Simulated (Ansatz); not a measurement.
# SSc: the cost of one run

Method: def2-TZVPP, core rule «outside noble gas», up to 14 orbitals frozen; program: Ansatz 0.2.0, Gaussian basis.

To be run: UHF; ROHF; CCSD(T) on UHF.

2 further runs of the same task are left out: 2 set aside as unsound or not needed.

## 1. The geometry

The geometry is a PBE0/def2-TZVP stationary point (not a proven minimum).

2 atoms, charge 0, spin multiplicity 2.

Atoms are counted from 1 here; the program's logs count them from 0.

Bond lengths: Sc1–S2 2.118 Å.

## 2. UHF

in.yaml reads:

```yaml
crystal:
  periodic: [false, false, false]
  atoms:
    - {symbol: Sc, position_ang: [0.000000, 0.000000, 0.000000]}
    - {symbol: S, position_ang: [0.000000, 0.000000, 2.118400]}
basis:
  gaussian: {orbitals: def2-TZVPP}
magnetization: {spin_polarized: true, initial_magnetization: 1}
hamiltonian: {xc: hf}
output: {orbitals: {seedname: orbitals}}
```

The run is started by

```
$ ansatz run in.yaml --threads 1 --pin off --events-out ev --progress --plain --max-ram 4096MiB --backend cpu
```

**Question.** How long does this run take on 1 thread of AMD EPYC 7R13, shared host, and how much memory does it need?

About 10 s, with a peak of 0.32 GiB.
